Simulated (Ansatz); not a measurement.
The first iterations of a band of a periodic cell of 17 atoms, W$_{8}$C$_{8}$F (surface WC(001), adsorbate F).

The calculation used DFT PBEsol, scalar-relativistic, plane waves, PAW (Ansatz 0.2.0). Settings: PAW set soft_1, cutoff 420 eV, k mesh 4x4x1, gaussian smearing 0.15 eV, no spin polarisation.

| Item | Value |
| --- | --- |
| movable images | 5 |
| climbing image | yes |
| spring | 1.0 eV/Å² |
| optimiser | quadratic models (default) |
| start path | IDPP |
| force threshold | 0.03 eV/Å |
| iteration limit | 41 |
| end points | relaxed |
| atoms held | 1, 5, 9, 13 |

Initial state:

```xyz
17
Lattice="5.7877 0.0000 0.0000 -2.8939 5.0123 0.0000 0.0000 0.0000 17.2448" Properties=species:S:1:pos:R:3
W 0.000 0.000 1.000
C 1.447 0.837 2.307
W 0.008 -0.002 3.829
C 1.447 0.821 4.945
W -1.447 2.506 1.000
C 0.001 3.342 2.306
W -1.447 2.518 3.828
C -0.015 3.353 4.945
W 2.894 0.000 1.000
C 4.341 0.836 2.336
W 2.886 -0.002 3.829
C 4.340 0.840 5.085
W 1.447 2.506 1.000
C 2.893 3.342 2.306
W 1.447 2.508 3.838
C 2.909 3.353 4.945
F -1.448 0.846 6.406
```

Final state:

Only the atoms that move by more than 0.05 Å are listed.
```
C12 4.355 0.847 4.945
C16 2.893 3.346 5.085
F17 -2.895 3.352 6.406
```

| iteration | highest image above the first end (eV) | largest band force component (eV/Å) |
| --- | --- | --- |
| 1 | 3.165 | 3.377 |
| 2 | 2.776 | 3.783 |
| 3 | 2.664 | 1.777 |

Question: Does the band converge within its limit, and where does its top end?

Answer: It converged. It ended after 9 iterations with the highest image 2.552 eV above the first end. Neighbouring images differ by up to 1.5 eV, so the band resolves the path poorly. By the program's own check the climbing image is of a kind that is not told: the force calls were inconclusive, a negative curvature could not be distinguished from the path's own, the only one lies far off the path, or fixed occupations may fill a level only in part (lowest curvatures found: -17.72 and 1.45 eV/Å²). Limits of this set-up: coarse k mesh, thin slab, slab without dipole correction, odd electron count without spin, PAW files made for another functional.

Run time: 13 min on 4 threads of Intel(R) Xeon(R) Platinum 8259CL CPU @ 2.50GHz (Skylake/Cascade Lake), on a shared host, peak memory 2.9 GiB.
